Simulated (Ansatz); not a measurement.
# CoO: the cost of one run

Computed with Ansatz 0.2.0 (DFT PBE+U (U_eff = 3.3 eV on Co 3d), scalar-relativistic, plane waves, PAW, unless a step's input says otherwise).

## 1. The starting structure

The structure is cubic, space group Fm-3m (No. 225). The conventional cell has a = 4.341 Å, b = 4.341 Å, c = 4.341 Å, α = 90.00°, β = 90.00°, γ = 90.00°. Around Co (site symmetry m-3m) lie 6 O at 2.17 Å. O (site symmetry m-3m) has 6 Co at 2.17 Å as nearest neighbours.

Coordinates:

```cif
data_structure
_symmetry_space_group_name_H-M 'P 1'
_symmetry_Int_Tables_number 1
_cell_length_a 3.0694
_cell_length_b 3.0694
_cell_length_c 3.0694
_cell_angle_alpha 60.000
_cell_angle_beta 60.000
_cell_angle_gamma 60.000
_cell_volume 20.45
loop_
_atom_site_label
_atom_site_type_symbol
_atom_site_fract_x
_atom_site_fract_y
_atom_site_fract_z
_atom_site_occupancy
Co1 Co 0.00000 0.00000 0.00000 1
O1 O 0.50000 0.50000 0.50000 1
```

An earlier run at PBE+U (U_eff = 3.3 eV on Co 3d) left this cell at 10.224 Å³/atom and 0.06 GPa (8×8×8 mesh).

## 2. Antiferromagnetic, propagation vector (1, 0, 0)

input.yaml

```yaml
crystal:
  lattice:
    - [0.0, 2.1703832764, -2.1703832764]
    - [0.0, 2.1703832764, 2.1703832764]
    - [4.3407665528, 0.0, 0.0]
  atoms:
    - { symbol: Co, position: [0.0, 0.0, 0.0], spin: 3.0 }
    - { symbol: O, position: [0.0, 1.0, 0.5] }
    - { symbol: Co, position: [0.5, 0.5, 0.5], spin: -3.0 }
    - { symbol: O, position: [0.5, 1.5, 1.0] }
basis:
  ecutwfc: 300
  ecutrho_ratio: 4
kpoints:
  mp_grid: { grid: [4, 4, 4] }
hamiltonian:
  xc: pbe
  hubbard: { sites: [{ species: Co, l: d, u_eff: 3.3 }] }
scf:
  occupations: { method: gaussian, width: 0.05 }
output:
  forces: true
  stress: true
  eigenvalues: true
  populations: true
  hubbard: { sites: [{ species: Co, l: d }] }
magnetization:
  spin_polarized: true
```

The run is started by

```
$ ansatz run input.yaml --threads 1 --pin off --max-ram 2560MiB --backend cpu --events-out ev --progress --plain --runs-dir out
```

Q: Estimate wall time and peak memory on 1 thread of Intel Xeon Platinum 8488C (Sapphire Rapids), shared host.

About 29 s, with a peak of 0.53 GiB.
